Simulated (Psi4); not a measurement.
# RbBr (SMILES [Br][Rb]): HF/3-21G

Wanted: energy and gradient of RbBr. Input form: a QCSchema input.

Program for the calculation: Psi4 1.11.

## (1) The structure to begin with

The species is RbBr (2 atoms), meant as a singlet with charge 0. As SMILES, `[Br][Rb]`. The Br1–Rb2 distance was set to 3.386 Å, away from the relaxed value.

Bond lengths: Br1–Rb2 3.386 Å.

## (2) Energy and forces at HF/3-21G

The input, input.json:

```json
{
  "schema_name": "qcschema_input",
  "schema_version": 1,
  "molecule": {
    "schema_name": "qcschema_molecule",
    "schema_version": 2,
    "symbols": ["Br", "Rb"],
    "geometry": [0.0, 0.0, -0.83479785, 0.0, 0.0, 5.56475967],
    "molecular_charge": 0,
    "molecular_multiplicity": 1,
    "fix_symmetry": "c1"
  },
  "driver": "gradient",
  "model": {
    "method": "hf",
    "basis": "3-21G"
  },
  "keywords": {
    "puream": true,
    "e_convergence": 1e-09,
    "d_convergence": 1e-08,
    "scf_type": "pk",
    "scf_properties": ["DIPOLE", "WIBERG_LOWDIN_INDICES", "MULLIKEN_CHARGES"]
  }
}
```

Run with:

```
psi4 --qcschema input.json -n 1 --memory 1600MB
```

stdout:

```text
[...]
  Running in c1 symmetry.
[...]
  Nuclear repulsion =  202.357740508284394
[...]
  Multiplicity = 1
[...]
  Nalpha       = 36
  Nbeta        = 36
[...]
    Number of basis functions: 48
[...]
   @RHF iter   1: -5484.69354269047017   -1.92496e+00   9.79067e-03 DIIS/ADIIS
[...]
   @RHF iter   9: -5484.82732083329756   -1.18234e-11   2.42227e-09 DIIS
[...]
    Orbital Energies [Eh]
    ---------------------
    Doubly Occupied:
       1A   -547.970420     2A   -486.592050     3A    -74.702854
       4A    -67.415539     5A    -67.415539     6A    -67.415466
       7A    -64.599122     8A    -57.786765     9A    -57.786448
      10A    -57.786448    11A    -12.108611    12A     -9.592039
      13A     -9.423021    14A     -9.423021    15A     -9.422217
      16A     -7.168665    17A     -7.166878    18A     -7.166878
      19A     -4.660898    20A     -4.660898    21A     -4.660262
      22A     -4.660262    23A     -4.660051    24A     -2.896592
      25A     -2.895957    26A     -2.895957    27A     -2.894116
      28A     -2.894116    29A     -1.544272    30A     -0.831343
      31A     -0.831343    32A     -0.830863    33A     -0.800691
      34A     -0.266803    35A     -0.259983    36A     -0.259983
[...]
  @RHF Final Energy: -5484.82732083329756
   => Energetics <=
    Nuclear Repulsion Energy =            202.3577405082843939
    One-Electron Energy =               -8045.6773799435541150
    Two-Electron Energy =                2358.4923186019723289
    Total Energy =                      -5484.8273208332975628
[...]
 Multipole Moments:
 ------------------------------------------------------------------------------------
     Multipole            Electronic (a.u.)      Nuclear  (a.u.)        Total (a.u.)
 ------------------------------------------------------------------------------------
 L = 1.  Multiply by 2.5417464519 to convert [e a0] to [Debye]
 Dipole X            :         -0.0000000            0.0000000           -0.0000000
 Dipole Y            :          0.0000000            0.0000000            0.0000000
 Dipole Z            :          7.6914932           -2.0286597            5.6628335
 Magnitude           :                                                    5.6628335
[...]
  Mulliken Charges: (a.u.)
   Center  Symbol    Alpha    Beta     Spin     Total
       1    BR    17.88457 17.88457  0.00000 -0.76913
       2    RB    18.11543 18.11543  0.00000  0.76913
   Total alpha = 36.00000, Total beta = 36.00000, Total charge =  0.00000
  Wiberg Bond Indices using Orthogonal Lowdin Orbitals:
[...]
  -Total Gradient:
     Atom            X                  Y                   Z
    ------   -----------------  -----------------  -----------------
       1        0.000000000000    -0.000000000000    -0.010162127922
       2       -0.000000000000     0.000000000000     0.010162128291
[...]
```

The result, in JSON:

```text
{
 "driver": "gradient",
 "model": {
  "method": "hf",
  "basis": "3-21G"
 },
 "success": true,
 "return_result": [3.1304775355615936e-16, -3.6699584870811544e-16, -0.010162127922159777, -3.1304775355940395e-16, 3.66995848706179e-16, 0.010162128290984757],
 "properties": {
  "calcinfo_nbasis": 48,
  "calcinfo_nmo": 48,
  "calcinfo_nalpha": 36,
  "calcinfo_nbeta": 36,
  "calcinfo_natom": 2,
  "nuclear_repulsion_energy": 202.3577405082844,
  "return_energy": -5484.827320833298,
  "return_gradient": [3.1304775355615936e-16, -3.6699584870811544e-16, -0.010162127922159777, -3.1304775355940395e-16, 3.66995848706179e-16, 0.010162128290984757],
  "scf_one_electron_energy": -8045.677379943554,
  "scf_two_electron_energy": 2358.4923186019723,
  "scf_dipole_moment": [-5.542274361918101e-15, 3.884505301509173e-15, 5.662833500493912],
  "scf_total_energy": -5484.827320833298,
  "scf_total_gradient": [3.1304775355615936e-16, -3.6699584870811544e-16, -0.010162127922159777, -3.1304775355940395e-16, 3.66995848706179e-16, 0.010162128290984757],
  "scf_iterations": 9
 }
}
```

Run time: 1.6 s. Hardware: 1 thread of Intel Xeon 6975P-C (Granite Rapids), shared host; peak memory 0.2 GiB.

## (3) Outcome

At HF/3-21G:

| quantity | value |
| --- | --- |
| total energy | -5484.82732 Eh |
| dipole moment | 14.39 D |
| HOMO energy | -7.07 eV |
| LUMO energy | -0.60 eV |
| HOMO–LUMO gap | 6.48 eV |
| largest force on an atom | 0.523 eV/Å |

Relativity is left out although the molecule holds a heavy atom.
